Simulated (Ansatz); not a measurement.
# GeSiH5Cl (SMILES [SiH3][GeH2][Cl]): SVWN5/def2-SVP

What is the electronic atomisation energy of GeSiH5Cl at SVWN5/def2-SVP? 

The results are computed with Ansatz 0.2.0.

57 further runs of the same task are left out: 57 set aside as unsound or not needed.

### 1 The molecule

The species is GeSiH5Cl (8 atoms), meant as a singlet with charge 0. As SMILES, `[SiH3][GeH2][Cl]`. The shape is that of a PBE0-D4/def2-TZVP optimisation.

Bond lengths: Si1–Ge2 2.380 Å, Ge2–Cl3 2.169 Å, Si1–H4 1.487 Å, Si1–H5 1.484 Å, Si1–H6 1.484 Å, Ge2–H7 1.537 Å, Ge2–H8 1.537 Å. Some angles: Si1–Ge2–Cl3 106.5°, Si1–Ge2–H7 114.0°, Si1–Ge2–H8 114.0°, Cl3–Ge2–H7 106.1°, Cl3–Ge2–H8 106.1°, Ge2–Si1–H4 109.5°, Ge2–Si1–H5 108.9°, Ge2–Si1–H6 108.9°, H7–Ge2–H8 109.6°, H4–Si1–H5 109.7°.

### 2 The energy at SVWN5/def2-SVP

The input, job.yaml:

```yaml
basis:
  gaussian:
    orbitals: def2-SVP
crystal:
  periodic: [false, false, false]
  atoms:
    - {symbol: Si, position_ang: [-0.863600, 0.827300, -0.302500]}
    - {symbol: Ge, position_ang: [0.738300, -0.882000, 0.118400]}
    - {symbol: Cl, position_ang: [1.963100, -0.183700, 1.766200]}
    - {symbol: H, position_ang: [-1.744900, 0.416200, -1.427300]}
    - {symbol: H, position_ang: [-0.149800, 2.078700, -0.658900]}
    - {symbol: H, position_ang: [-1.678500, 1.035600, 0.920200]}
    - {symbol: H, position_ang: [1.703100, -1.135200, -1.051200]}
    - {symbol: H, position_ang: [0.124600, -2.213900, 0.579200]}
accuracy: high
hamiltonian:
  xc: {name: SVWN5}
output: {orbitals: {seedname: orbitals}}
```

The run is started by

```console
$ ansatz run job.yaml --threads 1 --pin off --max-ram 3480MiB --events-out events.jsonl --progress --plain --runs-dir runs
```

What it wrote:

```text
Warning: RAYON_NUM_THREADS=1 ignored (pool sized by the plan → 1); use --threads N
Functional definition: SVWN5
  name "SVWN5"
  exchange = slater_x
  correlation = vwn5_c
1916 factors; integrals over basis functions are off by at most 4.8e-9 eV
mean field evaluation 1: about -76827.1463 eV, gradient 2.6e1 eV
mean field evaluation 2: about -76827.4855 eV, gradient 2.8e1 eV
mean field evaluation 4: about -76828.3854 eV, gradient 1.4e0 eV
mean field evaluation 8: about -76828.3861 eV, gradient 1.7e-2 eV
mean field evaluation 16: about -76828.3861 eV, gradient 1.6e-6 eV
mean field -76828.38608665 eV, -2823.3911125340 hartree, gradient 6.6e-8 eV, S^2 0.000000; 0 other end points of the search recorded, 0 dependent functions left out
reference -76828.38608995 eV, -2823.3911126550 hartree; 34, 34 occupied and 59, 59 virtual orbitals, 1916 factors
Total energy: -76828.38608995 eV, -2823.3911126550 hartree
```

It took 1.9 s on 1 thread of AMD EPYC 9R45 (Zen 5), shared host; peak memory 0.24 GiB.

### 3 The Cl atom

The input, input.yaml:

```yaml
crystal:
  periodic: [false, false, false]
  atoms:
    - {symbol: Cl, position_ang: [0.000000, 0.000000, 0.000000]}
basis:
  gaussian:
    orbitals: def2-SVP
magnetization:
  spin_polarized: true
  initial_magnetization: 1
hamiltonian:
  xc: {name: SVWN5}
accuracy: high
```

Run the same way, it converges to -458.48644 Eh (log not shown).

### 4 The Ge atom

The input, in.yaml:

```yaml
crystal:
  periodic: [false, false, false]
  atoms:
    - {symbol: Ge, position_ang: [0.000000, 0.000000, 0.000000]}
basis:
  gaussian:
    orbitals: def2-SVP
magnetization:
  spin_polarized: true
  initial_magnetization: 2
hamiltonian:
  xc: {name: SVWN5}
accuracy: high
```

The run is started by

```console
$ ansatz run in.yaml --threads 1 --pin off --max-ram 3480MiB --events-out events.jsonl --progress --plain --runs-dir runs
```

What it wrote:

```text
Warning: RAYON_NUM_THREADS=1 ignored (pool sized by the plan → 1); use --threads N
[... 4 set-up lines as earlier in the session ...]
315 factors; integrals over basis functions are off by at most 3.9e-9 eV
mean field evaluation 1: about -56422.4565 eV, gradient 1.0e1 eV
mean field evaluation 2: about -56422.3984 eV, gradient 1.1e1 eV
mean field evaluation 4: about -56422.6346 eV, gradient 1.5e0 eV
mean field evaluation 8: about -56422.5988 eV, gradient 2.5e0 eV
mean field evaluation 16: about -56422.6544 eV, gradient 1.9e-7 eV
mean field evaluation 32: about -56422.6544 eV, gradient 6.4e-2 eV
mean field -56422.65442442 eV, -2073.4943054486 hartree, gradient 1.6e-8 eV, S^2 2.000865; 1 other end points of the search recorded, 0 dependent functions left out
reference -56422.65442602 eV, -2073.4943055074 hartree; 17, 15 occupied and 15, 17 virtual orbitals, 315 factors
Total energy: -56422.65442602 eV, -2073.4943055074 hartree
```

Run time: 0.54 s. Hardware: 1 thread of AMD EPYC 9R45 (Zen 5), shared host.

### 5 The H atom

The input, in.yaml:

```yaml
crystal:
  periodic: [false, false, false]
  atoms:
    - {symbol: H, position_ang: [0.000000, 0.000000, 0.000000]}
basis:
  gaussian:
    orbitals: def2-SVP
magnetization:
  spin_polarized: true
  initial_magnetization: 1
hamiltonian:
  xc: {name: SVWN5}
accuracy: high
```

The run is started by

```console
$ ansatz run in.yaml --threads 1 --pin off --max-ram 3480MiB --events-out events.jsonl --progress --plain --runs-dir runs
```

What it wrote:

```text
Warning: RAYON_NUM_THREADS=1 ignored (pool sized by the plan → 1); use --threads N
[... 4 set-up lines as earlier in the session ...]
15 factors; integrals over basis functions are off by at most 8.9e-10 eV
mean field evaluation 1: about -12.9915 eV, gradient 3.1e-1 eV
mean field evaluation 2: about -12.9914 eV, gradient 3.1e-1 eV
mean field evaluation 4: about -12.9926 eV, gradient 1.4e-5 eV
mean field evaluation 8: about -12.9926 eV, gradient 2.8e-8 eV
mean field -12.99257338 eV, -0.4774682650 hartree, gradient 2.8e-8 eV, S^2 0.750000; 0 other end points of the search recorded, 0 dependent functions left out
reference -12.99257482 eV, -0.4774683181 hartree; 1, 0 occupied and 4, 5 virtual orbitals, 15 factors
Total energy: -12.99257482 eV, -0.4774683181 hartree
```

Wall time 0.06 s (1 thread of AMD EPYC 9R45 (Zen 5), shared host).

### 6 The Si atom

The input, in.yaml:

```yaml
crystal:
  periodic: [false, false, false]
  atoms:
    - {symbol: Si, position_ang: [0.000000, 0.000000, 0.000000]}
basis:
  gaussian: {orbitals: def2-SVP}
magnetization: {spin_polarized: true, initial_magnetization: 2}
hamiltonian: {xc: {name: SVWN5}}
accuracy: high
```

Run the same way, it converges to -288.10749 Eh (log not shown).

### 7 Summary of results

Level: SVWN5/def2-SVP.

```
                     quantity           value
       molecule: total energy  -2823.39111 Eh
        molecule: HOMO energy        -6.83 eV
        molecule: LUMO energy        -1.51 eV
      molecule: HOMO–LUMO gap         5.32 eV
        Cl atom: total energy   -458.48644 Eh
                Cl atom: ⟨S²⟩           0.751
        Ge atom: total energy  -2073.49431 Eh
                Ge atom: ⟨S²⟩           2.001
         H atom: total energy     -0.47747 Eh
                 H atom: ⟨S²⟩           0.750
        Si atom: total energy   -288.10749 Eh
                Si atom: ⟨S²⟩           2.001
electronic atomisation energy       24.913 eV
```

**Reading.** Taking the molecule apart into free atoms costs 24.91 eV (2404 kJ/mol), before zero-point energy and without spin-orbit coupling.
